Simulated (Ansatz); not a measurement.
SiO2, space group P4_2/mnm, a calculation of the dielectric tensor and Born charges

Program: Ansatz's Python interface.

The cells in order, each with its output:

```python
import ansatz as az
import numpy as np
```

```python
crystal = (
    az.Lattice.of((4.1773, 0.0, 0.0), (0.0, 4.1773, 0.0), (0.0, 0.0, 2.6652))
    .atom("Si", (0.0, 0.0, 0.0))
    .atom("Si", (0.5, 0.5, 0.5))
    .atom("O", (0.3059, 0.3059, 0.0))
    .atom("O", (0.1941, 0.8059, 0.5))
    .atom("O", (0.6941, 0.6941, 0.0))
    .atom("O", (0.8059, 0.1941, 0.5))
)
```

```python
crystal.resolved().sites[-1]
```

    Site(symbol='O', position=(0.8059, 0.1941, 0.5), moment=None, axis=None, held=None, saved=None)

```python
# an insulator: whole occupations
base = (
    crystal.calculation()
    .pseudopotentials("paw")
    .functional(az.Functional.LDA)
    .basis(470)
    .kpoints(4, 4, 6)
    .occupations("fixed")
    .dielectric()
)
done = base.run(threads=1)
response = done.dielectric
eps = np.asarray(response.eps_inf)
```

```python
values = np.linalg.eigvalsh(eps)
print("principal values of eps_inf:", np.round(values, 3))
print("refractive indices:", np.round(np.sqrt(values), 3))
for index, (site, z) in enumerate(zip(done.lattice.sites, response.zstar_e)):
    print("Born charge tensor of", site.symbol, index)
    print(np.round(z, 3) + 0.0)
print(f"charge neutrality missed by {response.zstar_sum_residual_pre_e:.4f} e before the sum rule")
```

    principal values of eps_inf: [3.391 3.391 3.562]
    refractive indices: [1.841 1.841 1.887]
    Born charge tensor of Si 0
    [[3.813 0.372 0.   ]
     [0.372 3.813 0.   ]
     [0.    0.    4.068]]
    Born charge tensor of Si 1
    [[ 3.813 -0.372  0.   ]
     [-0.372  3.813  0.   ]
     [ 0.     0.     4.068]]
    Born charge tensor of O 2
    [[-1.907 -0.58   0.   ]
     [-0.58  -1.907  0.   ]
     [ 0.     0.    -2.034]]
    Born charge tensor of O 3
    [[-1.907  0.58   0.   ]
     [ 0.58  -1.907  0.   ]
     [ 0.     0.    -2.034]]
    Born charge tensor of O 4
    [[-1.907 -0.58   0.   ]
     [-0.58  -1.907  0.   ]
     [ 0.     0.    -2.034]]
    Born charge tensor of O 5
    [[-1.907  0.58   0.   ]
     [ 0.58  -1.907  0.   ]
     [ 0.     0.    -2.034]]
    charge neutrality missed by 0.0179 e before the sum rule

Reading the output:
- The Fermi level of a run with fixed occupations marks the highest occupied state on its mesh, not mid-gap.
- This is a high-temperature or high-pressure form, not the ambient phase.
- Averages over directions belong to no single polarisation, least of all in layered crystals.
- The starting cell is as deposited in a crystallographic database; the results hold for this polymorph, which needn't be the stable one.
- This is the electronic (clamped-ion) response; a semilocal gap that is too small tends to raise it. The typed mesh is that of the SCF; the response is solved on denser meshes that the run picks.
- Wall time of the script: 35 s on 1 thread of Arm Neoverse V2 (shared host), peak memory 0.55 GiB.
